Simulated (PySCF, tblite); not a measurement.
# C₅H₇OS₂ radical: geometry, infrared bands and EPR parameters

Wanted: the infrared bands and EPR parameters of C₅H₇OS₂ radical (`CO[C]1CC=C(S)S1`), by calculation.

Programs: tblite 0.8.0 and PySCF 2.14.0, with density-fitted response routines of our own. Each step states its level of theory. These are calculated values for one molecule in the gas phase, unless marked as measured. Atoms are numbered from 0 throughout.

## (1) The molecule as given

15 atoms, charge 0, multiplicity 2; geometry from: force field or distance geometry start.

Bonds of the start (Å): C0–O1 1.41, O1–C2 1.39, C2–C3 1.48, C3–C4 1.49, C4–C5 1.34, C5–S6 1.73, C5–S7 1.74, S7–C2 1.74, C0–H8 1.09, C0–H9 1.11, C0–H10 1.09, C3–H11 1.09, C3–H12 1.11, C4–H13 1.08, S6–H14 1.35.

## (2) Relaxing the molecule with GFN2-xTB

Job settings and geometry (Å):

```
{"job": {"kind": "relax", "xc": "GFN2-xTB", "basis": "xTB"}, "charge": 0, "multiplicity": 2}
C     -2.632000     0.731700    -0.305100
O     -1.870200    -0.434200    -0.096900
C     -0.497000    -0.264200    -0.002600
C      0.343000    -1.462700     0.213100
C      1.751800    -0.972400     0.271100
C      1.878000     0.351600     0.094000
S      3.407900     1.150300     0.104300
S      0.394000     1.223800    -0.130700
H     -2.382800     1.199800    -1.259800
H     -3.697000     0.436000    -0.341300
H     -2.528700     1.440200     0.521900
H      0.214800    -2.193100    -0.591700
H      0.077400    -1.952800     1.178000
H      2.588700    -1.646300     0.415700
H      2.947500     2.400400    -0.091900
```

Started as:

```bash
OMP_NUM_THREADS=1 python probes_run.py task.json out
```

The driver reads the jobs from task.json and runs them one after another.

**Question.** This job is followed by: GFN2-xTB harmonic vibrations, gas phase; UKS B3LYP, pcH-1 on C H O S, non-relativistic, mean-field spin-orbit, GIAO. What will the session give for the following? strongest single infrared mode (GFN2-xTB); zero-point energy (GFN2-xTB); g(iso) (B3LYP); ⟨S²⟩; largest a(iso) (averaged by class); surface potential, 1st and 99th percentile.

As calculated:

```
                                 quantity                  value
strongest single infrared mode (GFN2-xTB)  1299 cm⁻¹, 147 km/mol
             zero-point energy (GFN2-xTB)          65.3 kcal/mol
                           g(iso) (B3LYP)                2.00390
                                     ⟨S²⟩     0.754 (exact 0.75)
       largest a(iso) (averaged by class)   13C on C2, 218.6 MHz
    surface potential, 1st and 99th percentile     -1.02 V and 1.28 V
```

**Reading.** The optimisation took 92 steps and gained 0.151 eV; among the close pairs (by a distance rule), C5–S6 changed most, from 1.726 to 1.759 Å. All 39 modes are real, so the xTB geometry is a minimum. The strongest single mode, at 1299 cm⁻¹, is carried by C3, C2, H11. Unscaled tight-binding wavenumbers are off by several per cent, some by more. Its intensities can rank the bands wrongly. Most of the unpaired spin sits on C2 (0.75 e). The isotropic g lies 1.6 ppt above the free-electron value.
